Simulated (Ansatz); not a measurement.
# GeH3F (fluorogermane): B3LYP/6-31G(d) (Cartesian functions)

Aim: the vertical ionisation energy of GeH3F (fluorogermane) at B3LYP/6-31G* (Cartesian functions), from 2 runs. 

The results are computed with Ansatz 0.2.0.

55 further runs of the same task are left out: 6 that didn't finish, 49 set aside as unsound or not needed.

### Step 1. The molecule

The species is GeH3F (5 atoms), meant as a singlet with charge 0. SMILES: `[F][GeH3]`. The shape is that of a PBE0-D4/def2-TZVP optimisation.

Bond lengths: F1–Ge2 1.742 Å, Ge2–H3 1.533 Å, Ge2–H4 1.533 Å, Ge2–H5 1.533 Å. Angles: F1–Ge2–H3 106.2°, F1–Ge2–H4 106.2°, F1–Ge2–H5 106.3°, H3–Ge2–H4 112.5°, H3–Ge2–H5 112.5°, H4–Ge2–H5 112.5°.

### Step 2. The energy at B3LYP/6-31G(d) (Cartesian functions)

Contents of in.yaml:

```yaml
crystal:
  periodic: [false, false, false]
  atoms:
    - {symbol: F, position_ang: [-1.046500, 0.474300, 1.162200]}
    - {symbol: Ge, position_ang: [0.068200, -0.041600, -0.072800]}
    - {symbol: H, position_ang: [1.331000, -0.512000, 0.658600]}
    - {symbol: H, position_ang: [-0.627800, -1.178000, -0.831200]}
    - {symbol: H, position_ang: [0.325100, 1.183600, -0.958100]}
basis:
  gaussian: {orbitals: "6-31G*"}
total_charge: 0
hamiltonian: {xc: {name: B3LYP}}
accuracy: high
output: {orbitals: {seedname: orbitals}}
```

Launch:

```
$ ansatz run in.yaml --threads 1 --pin off --max-ram 3480MiB --events-out events.jsonl --progress --plain --runs-dir runs
```

The program printed:

```text
Warning: RAYON_NUM_THREADS=1 ignored (pool sized by the plan → 1); use --threads N
Functional definition: B3LYP
  name "B3LYP"
  parameter a0 = 0.2
  parameter ax = 0.72
  parameter ac = 0.81
  exchange = (1 - a0 - ax)*slater_x + ax*b88_x + a0*exact_x
  correlation = (1 - ac)*vwn_rpa_c + ac*lyp_c
1090 factors; integrals over basis functions are off by at most 3.6e-9 eV
mean field evaluation 1: about -59276.2325 eV, gradient 3.5e1 eV
mean field evaluation 2: about -59272.0191 eV, gradient 6.4e1 eV
mean field evaluation 4: about -59277.9206 eV, gradient 1.7e0 eV
mean field evaluation 8: about -59277.9778 eV, gradient 9.7e-2 eV
mean field evaluation 16: about -59277.9778 eV, gradient 8.8e-7 eV
mean field -59277.97777355 eV, -2178.4255031214 hartree, gradient 2.4e-8 eV, S^2 0.000000; 0 other end points of the search recorded, 0 dependent functions left out
reference -59277.97780989 eV, -2178.4255044569 hartree; 22, 22 occupied and 34, 34 virtual orbitals, 1090 factors
Total energy: -59277.97780989 eV, -2178.4255044569 hartree
```

Run time: 2.6 s. Hardware: 1 thread of Arm Neoverse V2, shared host; peak memory 0.15 GiB.

### Step 3. The doublet cation

Contents of molecule.yaml:

```yaml
crystal:
  periodic: [false, false, false]
  atoms:
    - {symbol: F, position_ang: [-1.046500, 0.474300, 1.162200]}
    - {symbol: Ge, position_ang: [0.068200, -0.041600, -0.072800]}
    - {symbol: H, position_ang: [1.331000, -0.512000, 0.658600]}
    - {symbol: H, position_ang: [-0.627800, -1.178000, -0.831200]}
    - {symbol: H, position_ang: [0.325100, 1.183600, -0.958100]}
basis:
  gaussian:
    orbitals: "6-31G*"
total_charge: 1
magnetization:
  spin_polarized: true
  initial_magnetization: 1
hamiltonian:
  xc: {name: B3LYP}
accuracy: high
output:
  orbitals: {seedname: orbitals}
```

Launch:

```
$ ansatz run molecule.yaml --threads 1 --pin off --max-ram 3480MiB --events-out events.jsonl --progress --plain --runs-dir runs
```

The program printed (excerpt; [...] marks lines left out):

```text
Warning: RAYON_NUM_THREADS=1 ignored (pool sized by the plan → 1); use --threads N
[... 7 set-up lines as earlier in the session ...]
1088 factors; integrals over basis functions are off by at most 3.8e-9 eV
mean field evaluation 1: about -59253.8310 eV, gradient 5.9e1 eV
mean field evaluation 2: about -59054.5046 eV, gradient 1.8e2 eV
mean field evaluation 4: about -59264.7587 eV, gradient 1.6e1 eV
mean field evaluation 8: about -59265.9021 eV, gradient 5.9e-1 eV
mean field evaluation 16: about -59265.9058 eV, gradient 8.2e-2 eV
mean field evaluation 32: about -59265.8995 eV, gradient 1.6e-1 eV
mean field evaluation 64: about -59265.9066 eV, gradient 3.4e-6 eV
mean field -59265.90669114 eV, -2177.9818990249 hartree, gradient 6.9e-8 eV, S^2 0.758527; 3 other end points of the search recorded, 0 dependent functions left out
reference -59265.90672583 eV, -2177.9819003000 hartree; 22, 21 occupied and 34, 35 virtual orbitals, 1088 factors
Total energy: -59265.90672583 eV, -2177.9819003000 hartree
```

Run time: 23 s. Hardware: 1 thread of Arm Neoverse V2, shared host; peak memory 0.23 GiB.

### Step 4. Results

At B3LYP/6-31G* (Cartesian functions):

| quantity | value |
| --- | --- |
| singlet GeH3F: total energy | -2178.42550 Eh |
| singlet GeH3F: HOMO energy | -9.16 eV |
| singlet GeH3F: LUMO energy | -0.26 eV |
| singlet GeH3F: HOMO–LUMO gap | 8.91 eV |
| doublet cation: total energy | -2177.98190 Eh |
| doublet cation: HOMO energy (highest over α and β) | -16.38 eV |
| doublet cation: LUMO energy (lowest over α and β) | -14.97 eV |
| doublet cation: ⟨S²⟩ | 0.759 |
| vertical ionisation energy (to the doublet cation) | 12.071 eV |

**Reading.** The vertical ionisation energy comes to 12.07 eV (278 kcal/mol). −ε(HOMO) before ionisation, 9.16 eV, is 2.91 eV below this ionisation energy.
